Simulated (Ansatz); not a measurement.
# C4H3F3: how energies converge with the basis set

One table from this session's results is given with a row withheld; the runs are named, their logs left out.

Method: one geometry, several basis sets; program: Ansatz 0.2.0, Gaussian basis.

Plan: PBE0-D4/def2-SVP; ωB97M-V/def2-SVP; PBE0-D4/def2-QZVPP; ωB97M-V/def2-QZVPP; the functionals' def2-TZVPP values are taken from earlier runs.

## Structure used throughout

An earlier PBE0-D4 in a triple-zeta def2 set relaxation fixed the geometry.

SMILES `FC1C=CC1(F)F`, 10 atoms, charge 0, spin multiplicity 1.

Atoms are counted from 1 here; the program's logs count them from 0.

Bond lengths: F1–C2 1.366 Å, C2–C3 1.505 Å, C2–C5 1.556 Å, C2–H8 1.093 Å, C3–C4 1.335 Å, C3–H9 1.082 Å, C4–C5 1.499 Å, C4–H10 1.082 Å, C5–F6 1.353 Å, C5–F7 1.345 Å. Angles: F1–C2–C3 116.2°, F1–C2–C5 115.2°, F1–C2–H8 108.5°, C3–C2–C5 84.7°, C3–C2–H8 116.7°, C5–C2–H8 114.1°, C2–C3–C4 95.2°, C2–C3–H9 131.2°, C4–C3–H9 133.6°, C3–C4–C5 93.2°, C3–C4–H10 134.7°, C5–C4–H10 132.1°, C2–C5–C4 86.8°, C2–C5–F6 115.6°, C2–C5–F7 114.3°, C4–C5–F6 116.3°, C4–C5–F7 116.3°, F6–C5–F7 106.9°.

Set-up of the first run:

File in.yaml:

```yaml
crystal:
  periodic: [false, false, false]
  atoms:
    - {symbol: F, position_ang: [-0.371846, -2.030326, -0.271720]}
    - {symbol: C, position_ang: [-0.508220, -0.779483, 0.260633]}
    - {symbol: C, position_ang: [0.720443, -0.193173, 0.902411]}
    - {symbol: C, position_ang: [0.804202, 0.849175, 0.072972]}
    - {symbol: C, position_ang: [-0.360809, 0.391790, -0.752533]}
    - {symbol: F, position_ang: [-1.413734, 1.237663, -0.824824]}
    - {symbol: F, position_ang: [-0.084123, 0.003969, -2.009947]}
    - {symbol: H, position_ang: [-1.430453, -0.749970, 0.847229]}
    - {symbol: H, position_ang: [1.293150, -0.507658, 1.764859]}
    - {symbol: H, position_ang: [1.434488, 1.726814, 0.013921]}
basis:
  gaussian: {orbitals: def2-SVP}
hamiltonian: {xc: pbe0, dispersion: d4}
output: {orbitals: {seedname: orbitals}}
```

The run is started by

```
> ansatz run in.yaml --threads 4 --pin off --events-out ev --progress --plain --max-ram 10444MiB
```

Steps of the session up to this table: PBE0-D4 in def2-SVP; ωB97M-V in def2-SVP; PBE0-D4 in def2-QZVPP; ωB97M-V in def2-QZVPP.

One of the session's tables, all rows but one given; the rest of the session is left out.

It belongs to the step «Density functionals: the series». 

```
functional       basis  HOMO (eV)
   PBE0-D4    def2-SVP      -8.81
   PBE0-D4  def2-TZVPP      -8.87
   PBE0-D4  def2-QZVPP      -8.91
   ωB97M-V    def2-SVP     -11.07
   ωB97M-V  def2-TZVPP          ?
   ωB97M-V  def2-QZVPP     -11.18
```

Q: Estimate the row for ωB97M-V, def2-TZVPP from the others.

The run gave: HOMO (eV): -11.15. In the column «HOMO (eV)» it lies between ωB97M-V, def2-QZVPP (-11.18) and ωB97M-V, def2-SVP (-11.07).
